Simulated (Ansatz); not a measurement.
# Cl2H3InO2: the cost of one run

Program: Ansatz 0.2.0. Level of theory: RKS PBE0-D4/def2-SVP. These are calculated values, not measurements.

### Step 1. Starting point

Bond lengths: In1–Cl2 2.790 Å, In1–Cl3 2.440 Å, In1–O4 1.990 Å, O4–H5 1.010 Å, In1–O6 2.290 Å, O6–H7 1.010 Å. Angles: Cl2–In1–Cl3 120.0°, Cl2–In1–O4 120.0°, Cl2–In1–O6 71.6°, Cl3–In1–O4 120.0°, Cl3–In1–O6 88.6°, O4–In1–O6 109.9°, In1–O4–H5 109.5°, In1–O6–H7 109.5°.

Coordinates:

```xyz
8

In    0.0000    0.0000    0.0000
Cl    0.0000    0.0000    2.7900
Cl    2.1130    0.0000   -1.2200
O    -1.7233    0.0000   -0.9950
H    -2.2330   -0.8467   -0.7865
O     0.4816   -2.1191    0.7221
H    -0.1512   -2.7754    0.2875
H     0.3387   -1.4901    1.9541
```

### Step 2. A restrained relaxation towards end A

Springs on the bonds that form and break draw the guess towards this end; the thresholds are loose.

The input, input.yaml:

```yaml
crystal:
  periodic: [false, false, false]
  atoms:
    - { symbol: In, position_ang: [0.0, 0.0, 0.0] }
    - { symbol: Cl, position_ang: [0.0, 0.0, 2.79] }
    - { symbol: Cl, position_ang: [2.113, 0.0, -1.22] }
    - { symbol: O, position_ang: [-1.7233, 0.0, -0.995] }
    - { symbol: H, position_ang: [-2.233, -0.8467, -0.7865] }
    - { symbol: O, position_ang: [0.4816, -2.1191, 0.7221] }
    - { symbol: H, position_ang: [-0.1512, -2.7754, 0.2875] }
    - { symbol: H, position_ang: [0.3387, -1.4901, 1.9541] }
basis:
  gaussian: { orbitals: def2-SVP }
hamiltonian:
  xc: pbe0
  dispersion: d4
relax:
  f_tol: 0.15
  max_steps: 25
  restrain:
    - { distance: [0, 5], at: 3.19, k: 30.0 }
    - { distance: [7, 1], at: 2.57, k: 30.0 }
    - { distance: [0, 1], at: 2.44, k: 30.0 }
    - { distance: [7, 5], at: 1.01, k: 30.0 }
```

Command:

```sh
ansatz run input.yaml --threads 2 --pin off --max-ram 3072MiB --backend cpu --events-out ev --progress --plain --runs-dir out
```

**Question.** How long does this run take on 2 threads of Arm Neoverse V2, shared host, and how much memory does it need?

About 36 s, with a peak of 0.26 GiB.
